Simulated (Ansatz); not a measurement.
# InGa2N3: the cost of one run

Method: DFT PBE, scalar-relativistic, plane waves, PAW, in Ansatz 0.2.0.

1 further run of the same task is left out (set aside as unsound or not needed).

### Step 1. The system as given

Symmetry: Cmc2_1, No. 36, orthorhombic system. Conventional cell: a = 10.021 Å, b = 5.780 Å, c = 5.398 Å, α = 90.00°, β = 90.00°, γ = 90.00°. In (site symmetry m) has 4 N at 2.18 to 2.19 Å in its first shell of neighbours. Ga (site symmetry 1) has 4 N at 1.97 to 1.98 Å in its first shell of neighbours. N (site symmetry 1) has 3 Ga at 1.97 to 1.98 Å and 1 In at 2.18 Å in its first shell of neighbours. N (site symmetry m) is surrounded by 2 Ga at 1.97 Å and 2 In at 2.18 to 2.19 Å.

As a file:

```xyz
12
Lattice="5.0105 -2.8902 0.0000 5.0105 2.8902 0.0000 0.0000 0.0000 5.3981" Properties=species:S:1:pos:R:3 pbc="T T T"
In    5.0105    1.0094    5.3430
In    5.0105   -1.0094    2.6439
Ga    1.7077    0.9445    5.3581
Ga    8.3132    0.9445    5.3581
Ga    8.3132   -0.9445    2.6590
Ga    1.7077   -0.9445    2.6590
N     1.8043    0.8882    1.9380
N     8.2166    0.8882    1.9380
N     8.2166   -0.8882    4.6371
N     1.8043   -0.8882    4.6371
N     5.0105    1.1112    2.1321
N     5.0105   -1.1112    4.8312
```

It goes back to an entry of the Materials Project, which need not be the stable form.

This cell was relaxed beforehand with the same method: volume 13.03 Å³/atom, gap on the mesh 0.87 eV.

### Step 2. Electronic structure at the relaxed geometry

input.yaml reads:

```yaml
crystal:
  lattice:
    - [5.0104830947, -2.8901996251, 0.0]
    - [5.0104830947, 2.8901996251, 0.0]
    - [0.0, 0.0, 5.3980600011]
  atoms:
    - { symbol: In, position: [0.3253743399, 0.6746256601, 0.9897954405] }
    - { symbol: In, position: [0.6746256601, 0.3253743399, 0.4897954405] }
    - { symbol: Ga, position: [0.0070223916, 0.3338071181, 0.992588773] }
    - { symbol: Ga, position: [0.6661928819, 0.9929776084, 0.992588773] }
    - { symbol: Ga, position: [0.9929776084, 0.6661928819, 0.492588773] }
    - { symbol: Ga, position: [0.3338071181, 0.0070223916, 0.492588773] }
    - { symbol: "N", position: [0.0264035205, 0.3337100344, 0.3590241571] }
    - { symbol: "N", position: [0.6662899656, 0.9735964795, 0.3590241571] }
    - { symbol: "N", position: [0.9735964795, 0.6662899656, 0.8590241571] }
    - { symbol: "N", position: [0.3337100344, 0.0264035205, 0.8590241571] }
    - { symbol: "N", position: [0.3077705035, 0.6922294965, 0.3949796994] }
    - { symbol: "N", position: [0.6922294965, 0.3077705035, 0.8949796994] }
basis:
  ecutwfc: 420
kpoints:
  mp_grid: { grid: [6, 6, 6] }
  band_path:
    path:
      - [[0.0, 0.0, 0.0], [0.5, 0.5, 0.0], [0.33318337, 0.66681663, 0.0]]
      - [[-0.33318337, 0.33318337, 0.0], [0.0, 0.0, 0.0], [0.0, 0.0, 0.5], [-0.33318337, 0.33318337, 0.5]]
      - [[0.33318337, 0.66681663, 0.5], [0.5, 0.5, 0.5], [0.5, 0.5, 0.0]]
      - [[0.0, 0.0, 0.0], [0.0, 0.5, 0.0], [0.0, 0.5, 0.5], [0.0, 0.0, 0.5], [0.5, 0.5, 0.5]]
    npoints: 10
hamiltonian:
  xc: pbe
scf:
  occupations: { method: gaussian, width: 0.02 }
  n_extra_bands: 30
output:
  forces: true
  stress: true
  eigenvalues: true
  populations: true
  dos: { projected: true, de: 0.02, nscf_kmesh: { grid: [9, 9, 9] } }
  bader: false
  write_density: true
  write_potential: true
  elf: true
  volumetric_format: npy
```

The run is started by

```console
$ ansatz run input.yaml --threads 2 --pin off --max-ram 5120MiB --backend cpu --events-out ev --progress --plain --runs-dir out
```

What time and memory should one allow on 2 threads of Intel Xeon 6975P-C (Granite Rapids), shared host?

About 78 s, with a peak of 1.3 GiB.
